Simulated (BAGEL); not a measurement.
**One shape, several levels: C2HF2Ga (SMILES C#[C][Ga]([F])[F])**

Aim: a comparison of 3 runs (B3LYP/6-31G*, PBE0/6-31G*, RI-MP2/6-31G*) of C2HF2Ga. 

The results are computed with BAGEL 1.2.2.

5 further runs of the same task are left out: 2 that didn't finish, 3 set aside as unsound or not needed.

### Step 1. The system as given

C2HF2Ga has 6 atoms, charge 0, and is taken as a singlet. As SMILES, `C#[C][Ga]([F])[F]`. Geometry: relaxed at PBE0-D4/def2-TZVP.

Bond lengths: C1–C2 1.205 Å, C2–Ga3 1.875 Å, Ga3–F4 1.734 Å, Ga3–F5 1.734 Å, C1–H6 1.067 Å. Angles: C1–C2–Ga3 180.0°, C2–Ga3–F4 123.5°, C2–Ga3–F5 123.5°, F4–Ga3–F5 113.0°, C2–C1–H6 180.0°.

### Step 2. The energy at B3LYP/6-31G(d) (density fitting with qzvpp-jkfit, spherical functions) (run 1)

File calc.json:

```json
{ "bagel": [

{
  "title": "molecule",
  "basis": "6-31gs.json",
  "df_basis": "qzvpp-jkfit",
  "angstrom": true,
  "geometry": [
    { "atom": "C", "xyz": [   -0.242600,    0.981600,    1.587200 ] },
    { "atom": "C", "xyz": [   -0.087000,    0.352900,    0.570900 ] },
    { "atom": "Ga", "xyz": [    0.154500,   -0.624900,   -1.010200 ] },
    { "atom": "F", "xyz": [    0.241600,   -2.356000,   -1.061300 ] },
    { "atom": "F", "xyz": [    0.313800,    0.108300,   -2.573600 ] },
    { "atom": "H", "xyz": [   -0.380300,    1.538200,    2.487000 ] }
  ]
},
{
  "title": "ks",
  "xc_func": "b3lyp"
},
{
  "title": "print",
  "file": "orbitals.molden",
  "orbitals": true
}

]}
```

The basis set 6-31G* is read from a file made from the Basis Set Exchange's data (not shown).

Command:

```
$ BAGEL_NUM_THREADS=1 BAGEL calc.json > calc.out
```

What it wrote:

```text
* using 1 threads per process

  ===============================================================
  ===============================================================

  *** Geometry ***

  { "atom" : "C", "xyz" : [     -0.458448,      1.854955,      2.999373 ] },
  { "atom" : "C", "xyz" : [     -0.164406,      0.666884,      1.078845 ] },
  { "atom" : "Ga", "xyz" : [      0.291963,     -1.180890,     -1.909001 ] },
  { "atom" : "F", "xyz" : [      0.456558,     -4.452195,     -2.005566 ] },
  { "atom" : "F", "xyz" : [      0.592996,      0.204657,     -4.863399 ] },
  { "atom" : "H", "xyz" : [     -0.718663,      2.906777,      4.699749 ] },

  Number of auxiliary basis functions:      588

  Since a DF basis is specified, we compute 2- and 3-index integrals:
    o Being stored without compression. Storage requirement is 0.038 GB

  Number of basis functions:       90
  Number of electrons      :       62

    * METHOD: MOLECULE                             0.34

  *** Kohn-Sham DFT ***

    * Removing 9420 points whose weight is below 1.00e-10
    * Grid points: 80016

  === Nuclear Repulsion ===
   326.8001056483

       - DIIS with orbital gradients will be used.

  === KS iteration (b3lyp / 6-31gs.json) ===
      0      -2114.34829836          0.11542364           0.38
      1      -1773.91225495          0.21947306           0.35
      2      -2043.86704189          0.11553429           0.35
      3      -2059.15734897          0.19902334           0.35
      4      -2188.69485135          0.08992697           0.36
      5      -2133.71869777          0.16587385           0.37
      6      -2135.47182095          0.19103377           0.37
      7      -2133.88944599          0.19429475           0.36
      8      -2168.81166706          0.12086162           0.36
      9      -2200.72705088          0.02610129           0.39
     10      -2200.31512509          0.03850030           0.37
     11      -2201.05934166          0.01009492           0.37
     12      -2201.02049061          0.01357196           0.37
     13      -2201.10416622          0.00568787           0.37
     14      -2201.12318432          0.00089224           0.37
     15      -2201.12354367          0.00028783           0.37
     16      -2201.12357662          0.00012418           0.35
     17      -2201.12358443          0.00000401           0.35
     18      -2201.12358443          0.00000215           0.35
     19      -2201.12358444          0.00000144           0.36
     20      -2201.12358444          0.00000034           0.36
     21      -2201.12358444          0.00000015           0.35
     22      -2201.12358444          0.00000006           0.37
     23      -2201.12358444          0.00000002           0.36
     24      -2201.12358444          0.00000001           0.35
    * SCF iteration converged.

    * Permanent dipole moment:
           (    0.161232,    -0.652354,    -1.055575) a.u.

    * METHOD: KS                                   9.37

    * METHOD: PRINT                                0.01

  ===============================================================
```

Run time: 9.9 s. Hardware: 1 thread of Arm Neoverse V2, shared host; peak memory 0.39 GiB.

### Step 3. The energy at PBE0/6-31G(d) (density fitting with qzvpp-jkfit, spherical functions) (run 2)

File input.json:

```json
{ "bagel": [

{
  "title": "molecule",
  "basis": "6-31gs.json",
  "df_basis": "qzvpp-jkfit",
  "angstrom": "true",
  "geometry": [
    { "atom": "C", "xyz": [      -0.242600,       0.981600,       1.587200 ] },
    { "atom": "C", "xyz": [      -0.087000,       0.352900,       0.570900 ] },
    { "atom": "Ga", "xyz": [       0.154500,      -0.624900,      -1.010200 ] },
    { "atom": "F", "xyz": [       0.241600,      -2.356000,      -1.061300 ] },
    { "atom": "F", "xyz": [       0.313800,       0.108300,      -2.573600 ] },
    { "atom": "H", "xyz": [      -0.380300,       1.538200,       2.487000 ] }
  ]
},

{
  "title": "ks",
  "xc_func": "pbe0"
},

{
  "title": "print",
  "file": "orbitals.molden",
  "orbitals": "true"
}

]}
```

The basis set 6-31G* is read from a file made from the Basis Set Exchange's data (not shown).

Command:

```
$ BAGEL_NUM_THREADS=1 BAGEL input.json > input.out
```

What it wrote:

```text
* using 1 threads per process

  ===============================================================
  ===============================================================

  *** Geometry ***

  { "atom" : "C", "xyz" : [     -0.458448,      1.854955,      2.999373 ] },
  { "atom" : "C", "xyz" : [     -0.164406,      0.666884,      1.078845 ] },
  { "atom" : "Ga", "xyz" : [      0.291963,     -1.180890,     -1.909001 ] },
  { "atom" : "F", "xyz" : [      0.456558,     -4.452195,     -2.005566 ] },
  { "atom" : "F", "xyz" : [      0.592996,      0.204657,     -4.863399 ] },
  { "atom" : "H", "xyz" : [     -0.718663,      2.906777,      4.699749 ] },

  Number of auxiliary basis functions:      588

  Since a DF basis is specified, we compute 2- and 3-index integrals:
    o Being stored without compression. Storage requirement is 0.038 GB

  Number of basis functions:       90
  Number of electrons      :       62

    * METHOD: MOLECULE                             0.34

  *** Kohn-Sham DFT ***

    * Removing 9420 points whose weight is below 1.00e-10
    * Grid points: 80016

  === Nuclear Repulsion ===
   326.8001056483

       - DIIS with orbital gradients will be used.

  === KS iteration (pbe0 / 6-31gs.json) ===
      0      -2113.79191249          0.11557188           0.34
      1      -1774.54965221          0.22157407           0.32
      2      -2043.52912354          0.11559722           0.33
      3      -2055.35707877          0.19212064           0.32
      4      -2188.24923507          0.08852437           0.33
      5      -2134.83242038          0.16570139           0.33
      6      -2137.05669413          0.19852533           0.32
      7      -2138.72911415          0.22268686           0.32
      8      -2168.40455250          0.12073259           0.33
      9      -2200.04542775          0.02911495           0.33
[... 13 lines of this table left out ...]
     23      -2200.53931773          0.00000005           0.34
     24      -2200.53931773          0.00000002           0.33
     25      -2200.53931773          0.00000002           0.34
     26      -2200.53931773          0.00000001           0.34
    * SCF iteration converged.

    * Permanent dipole moment:
           (    0.162759,    -0.658524,    -1.065557) a.u.

    * METHOD: KS                                   9.29

    * METHOD: PRINT                                0.01

  ===============================================================
```

Run time: 9.9 s. Hardware: 1 thread of Arm Neoverse V2, shared host; peak memory 0.39 GiB.

### Step 4. A single-point energy at RI-MP2/6-31G(d) (density fitting with qzvpp-jkfit, spherical functions) (run 3)

File calc.json:

```json
{ "bagel": [

{
  "title": "molecule",
  "basis": "6-31gs.json",
  "df_basis": "qzvpp-jkfit",
  "angstrom": "true",
  "geometry": [
    { "atom": "C", "xyz": [      -0.242600,       0.981600,       1.587200 ] },
    { "atom": "C", "xyz": [      -0.087000,       0.352900,       0.570900 ] },
    { "atom": "Ga", "xyz": [       0.154500,      -0.624900,      -1.010200 ] },
    { "atom": "F", "xyz": [       0.241600,      -2.356000,      -1.061300 ] },
    { "atom": "F", "xyz": [       0.313800,       0.108300,      -2.573600 ] },
    { "atom": "H", "xyz": [      -0.380300,       1.538200,       2.487000 ] }
  ]
},

{
  "title": "hf"
},

{
  "title": "mp2",
  "ncore": 13
}

]}
```

The basis set 6-31G* is read from a file made from the Basis Set Exchange's data (not shown).

Command:

```
$ BAGEL_NUM_THREADS=1 BAGEL calc.json > calc.out
```

What it wrote:

```text
* using 1 threads per process

  ===============================================================
  ===============================================================

  *** Geometry ***

  { "atom" : "C", "xyz" : [     -0.458448,      1.854955,      2.999373 ] },
  { "atom" : "C", "xyz" : [     -0.164406,      0.666884,      1.078845 ] },
  { "atom" : "Ga", "xyz" : [      0.291963,     -1.180890,     -1.909001 ] },
  { "atom" : "F", "xyz" : [      0.456558,     -4.452195,     -2.005566 ] },
  { "atom" : "F", "xyz" : [      0.592996,      0.204657,     -4.863399 ] },
  { "atom" : "H", "xyz" : [     -0.718663,      2.906777,      4.699749 ] },

  Number of auxiliary basis functions:      588

  Since a DF basis is specified, we compute 2- and 3-index integrals:
    o Being stored without compression. Storage requirement is 0.038 GB

  Number of basis functions:       90
  Number of electrons      :       62

    * METHOD: MOLECULE                             0.34

  *** RHF ***

  === Nuclear Repulsion ===
   326.8001056483

      * DIIS with orbital gradients will be used.

  === RHF iteration (6-31gs.json) ===
      0      -2197.88359439          0.02235243           0.11
      1      -2198.05900305          0.01535707           0.10
      2      -2198.18414873          0.00162705           0.11
      3      -2198.18570278          0.00067177           0.10
      4      -2198.18595240          0.00016431           0.10
      5      -2198.18597116          0.00005307           0.10
[... 11 lines of this table left out ...]
     17      -2198.18597649          0.00000002           0.11
     18      -2198.18597649          0.00000001           0.11
    * SCF iteration converged.

    * Permanent dipole moment:
           (    0.182731,    -0.739380,    -1.196438) a.u.

    * METHOD: HF                                   2.23

  *** RHF ***

  === Nuclear Repulsion ===
   326.8001056483

      * DIIS with orbital gradients will be used.

  === RHF iteration (6-31gs.json) ===
      0      -2198.18597649          0.00000001           0.11
    * SCF iteration converged.

    * Permanent dipole moment:
           (    0.182731,    -0.739380,    -1.196438) a.u.

  === DF-MP2 calculation ===

    * freezing 13 orbitals
    * 3-index integral transformation done
    * assembly done

      MP2 correlation energy:   -0.8261849781      0.06

      MP2 total energy:       -2199.0121614726

    * METHOD: MP2                                  0.29

  ===============================================================
```

It took 3.3 s on 1 thread of Arm Neoverse V2, shared host; peak memory 0.16 GiB.

### Step 5. The series

| run | level | frozen core orbitals | energy (Eh) | dipole moment (D) | HOMO energy (eV) | LUMO energy (eV) | wall time |
| --- | --- | --- | --- | --- | --- | --- | --- |
| 1 | B3LYP/6-31G* (density fitting with qzvpp-jkfit, spherical functions) | – | -2201.123584 | 3.18 | -8.56 | -1.78 | 9.9 s |
| 2 | PBE0/6-31G* (density fitting with qzvpp-jkfit, spherical functions) | – | -2200.539318 | 3.21 | -8.89 | -1.54 | 9.9 s |
| 3 | RI-MP2/6-31G* (density fitting with qzvpp-jkfit, spherical functions) | 13 | -2199.012161 | – | – | – | 3.3 s |

### Step 6. Results

| quantity | value |
| --- | --- |
| run 3: total energy | -2199.01216 Eh |
| run 3: correlation energy (13 core orbitals frozen) | -826.2 mEh |

In words: Totals of different functionals can't be ranked against each other. All runs together took 23 s, the longest 9.9 s.
